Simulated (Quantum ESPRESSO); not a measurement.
HfGe:

```
CELL_PARAMETERS angstrom
3.93351 0.00000 0.00000
-1.96675 3.40652 0.00000
0.00000 0.00000 3.50962
ATOMIC_POSITIONS crystal
Hf 0.00000 0.00000 0.50000
Ge 0.33333 0.66667 0.50000
```

The cell was built by a generator and needn't be a form met in nature.

* Program: Quantum ESPRESSO 7.5
* Task: phonons
* Functional: PBE
* Potentials or basis: Ansatz NC SR PBE
* Cutoff: 1143 eV
* Density cutoff: 4572 eV
* k mesh: 7 × 7 × 7
* Occupations: cold, width 0.2 eV
* Spin: no spin polarisation
* Mixing beta: 0.5
* Most SCF iterations: 120
* SCF threshold: 4e-10 Ry

Task: Where do the zone-centre optical modes lie?

Result: A''2 at 276i cm⁻¹ (IR); E' at 401 cm⁻¹ (IR and Raman). Imaginary frequencies mark an instability of this cell.

Optical modes at Γ, degenerate ones joined:
| cm⁻¹ | components | symmetry | active in |
| --- | --- | --- | --- |
| 276i | 1 | A''2 | IR |
| 401 | 2 | E' | IR and Raman |

Caveat: the mesh is thin for the phonons of a metal; some modes are imaginary; the cell is more than 3 GPa from zero pressure, which shifts response properties.
